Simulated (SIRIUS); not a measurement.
TiSn:

```
Ti Sn
1.0
     0.00000    2.80055    2.80055
     2.80055    0.00000    2.80055
     2.80055    2.80055    0.00000
Ti Sn
1 1
Cartesian
  0.0000 0.0000 0.0000
  2.8005 2.8005 2.8005
```

The cell was built by a generator and needn't be a form met in nature.

Base run:

| Quantity | Value |
| --- | --- |
| Program | SIRIUS 7.10.0 |
| Functional | PBE |
| Potentials or basis | PseudoDojo 0.4.1 PBE standard (scalar relativistic) |
| Cutoff | 1152 eV |
| Density cutoff | 4606 eV |
| k mesh | 8 × 8 × 8 |
| Occupations | fermi-dirac, width 0.05 eV |
| Spin | no spin polarisation |

Its results: band gap on the k mesh none (metal or under the smearing width); pressure 0.1 GPa.

Q: The run is repeated on the same cell with these changes: functional from PBE to mPWLYP; libxc names from ["XC_GGA_X_PBE", "XC_GGA_C_PBE"] to ["XC_GGA_X_MPW91", "XC_GGA_C_LYP"]. What comes out?

A: Band gap on the k mesh none (metal or under the smearing width); pressure 4.1 GPa.

Caveats: the potentials were made for another functional, which shifts forces and pressure (some runs).
